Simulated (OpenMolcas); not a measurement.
# Mo⁴⁺ with 6 ligands (chloride): CASSCF and CASPT2 levels and susceptibility

Which state of Mo⁴⁺ lies lowest among these ligands, how large is the field, and what χT follows?

Method: state-averaged CASSCF and CASPT2, spin-orbit coupling by RASSI with atomic mean-field integrals. Code: OpenMolcas 26.06.

### 1 The system

| Quantity | Value |
| --- | --- |
| Species | Mo⁴⁺ (molybdenum, Z = 42, 38 electrons) |
| Basis | ANO-RCC-VDZP [6s5p3d1f], 151 functions with the ligands |
| Scalar Hamiltonian | DKH2, point nucleus |
| Inactive shells | 1s 2s 2p 3s 3p 3d 4s 4p of the metal, and all ligand shells |
| Active space | 2 electrons in 5 orbitals (4d) |
| Some configurations of this space | 4d² |
| Orbitals | optimised for each spin and parity, averaged over all roots |

The outer shells:

4d2
```
4d [↑ ][↑ ][  ][  ][  ]
```

Mo⁴⁺ is taken with 6 ligands (chloride) in octahedron coordination (Oh) at 2.34 Å. A charge of +0.333 e stands 2.4 Å behind each ligand. Ligand basis ANO-RCC-VDZP. The distances are assumed, not relaxed.

```xyz
7

Mo    0.0000    0.0000    0.0000
Cl    2.3400    0.0000    0.0000
Cl    0.0000    2.3400    0.0000
Cl   -2.3400    0.0000    0.0000
Cl    0.0000   -2.3400    0.0000
Cl    0.0000    0.0000    2.3400
Cl    0.0000    0.0000   -2.3400
```

Each step is its own input file, run in one work folder so that later steps find the files of earlier ones. Labels, J, g values, rates, χT and fits are worked out afterwards by a script from the matrices that RASSI stores. The input lists half of the charges; inversion (Group=XYZ) makes the rest.

### 2 Basis and integrals

Input file a.inp:

```
&GATEWAY
Coord
7

Mo 0.0 0.0 0.0
Cl 2.340000 0.000000 0.000000
Cl 0.000000 2.340000 0.000000
Cl -2.340000 0.000000 0.000000
Cl 0.000000 -2.340000 0.000000
Cl 0.000000 0.000000 2.340000
Cl 0.000000 0.000000 -2.340000
Basis=Mo.ANO-RCC-VDZP,Cl.ANO-RCC-VDZP
Group=XYZ
NoMove
AngMom=0.0 0.0 0.0
AMFI
RICD
XField
3 Angstrom 0
4.740000 0.000000 0.000000 0.333333
0.000000 4.740000 0.000000 0.333333
0.000000 0.000000 4.740000 0.333333
&SEWARD
```

Started as:

```
> OMP_NUM_THREADS=1 MOLCAS_MEM=2457 MOLCAS_PROJECT=a pymolcas a.inp > a.log
```

### 3 Reference wave functions, triplets of even parity, 10 roots

Input file a.inp:

```
&RASSCF
FileOrb=start.orb
Symmetry=1
Spin=3
nActEl=2 0 0
Inactive=36 36
Ras2=5 0
CIRoot=10 10 1
SDav=10
CIMx=300
Iter=150 100
PrWF=0.3
OrbListing=Nothing
MaxOrb=0
LevShft=1.0
>>> COPY $Project.JobIph JOB001
```

start.orb holds start orbitals that the driver prepared beforehand, or those of the step before.

### 4 CASSCF: singlets of even parity, 15 roots

Input file a.inp:

```
&RASSCF
FileOrb=start.orb
Symmetry=1
Spin=1
nActEl=2 0 0
Inactive=36 36
Ras2=5 0
CIRoot=15 15 1
SDav=15
CIMx=300
Iter=150 100
PrWF=0.3
OrbListing=Nothing
MaxOrb=0
LevShft=1.0
>>> COPY $Project.JobIph JOB002
```

### 5 State interaction with spin-orbit coupling

Input file a.inp:

```
&RASSI
NrOfJobIphs=2 10 15
1 2 3 4 5 6 7 8 9 10
1 2 3 4 5 6 7 8 9 10 11 12 13 14 15
IphNames
JOB001
JOB002
EJob
SpinOrbit
DIPRint=1.0
SOCoupling=1000.0
Subsets=2
Property=9
'ANGMOM' 1 'ANGMOM' 2 'ANGMOM' 3 'MLTPL  1' 1 'MLTPL  1' 2 'MLTPL  1' 3
'AMFI' 1 'AMFI' 2 'AMFI' 3
SOProperty=3
'ANGMOM' 1 'ANGMOM' 2 'ANGMOM' 3
```

### 6 CASPT2: IPEA 0.25, imaginary shift 0.1 (closed shells correlated: 4s 4p of the metal, with ligand shells; the Frozen line counts the rest)

Input file a.inp:

```
>>> COPY JOB001 $Project.JobIph
&CASPT2
Multistate=10 1 2 3 4 5 6 7 8 9 10
NoMult
Frozen=23 21
IPEA=0.25
Imaginary=0.1
MaxIter=60
WThr=0.0 0.3 0.05
PrWF=0.5
NoMix
>>> COPY JOB002 $Project.JobIph
&CASPT2
Multistate=15 1 2 3 4 5 6 7 8 9 10 11 12 13 14 15
NoMult
Frozen=23 21
IPEA=0.25
Imaginary=0.1
MaxIter=60
WThr=0.0 0.3 0.05
PrWF=0.5
NoMix
```

(Steps that only read results are left out.)

Q: Predict the outcome of this session. Wanted: spin-free ground state; first state of the same spin within the active space; lowest level; next level.

As calculated:

| quantity | value |
| --- | --- |
| method | SS-CASPT2, IPEA 0.25, imaginary shift 0.1 (closed shells correlated: 4s 4p of the metal, with ligand shells; the Frozen line counts the rest) |
| spin-free ground state | 3T1, 3-fold in its orbital part |
| first state of the same spin within the active space | 3T2 at 25300 cm⁻¹ |
| lowest level | 2-fold E, g = 0.00, 0.00, 0.00 |
| next level | 24.8 cm⁻¹ |
| χT at 300 K | 0.41 cm³ K/mol |
| effective moment at 300 K | 1.82 μB |

Cost by method:

```tsv
method	time of its own steps	time with the reference
A. CASSCF	32 s	32 s
B. SS-CASPT2, IPEA 0.25, imaginary shift 0.1, +4s 4p	86 s	2 min
```

Times are of one thread on a shared host.

What this shows: The spin-free ground state (3T1) is 3-fold and keeps the highest spin of the shell. χT at 300 K is 0.41, against 1.00 cm³ K/mol for the spin alone, so spin-orbit coupling lowers it. A ligand-field fit to the states below 45000 cm-1 gives 10Dq = 25464 cm-1, B = 464 cm-1 and C = 1469 cm-1 (C/B = 3.17), with a deviation of 475 cm-1. CASPT2 does not keep the components of a term degenerate, and the means are used. The bonds are covalent and no ligand orbital is active, so the numbers are rough.
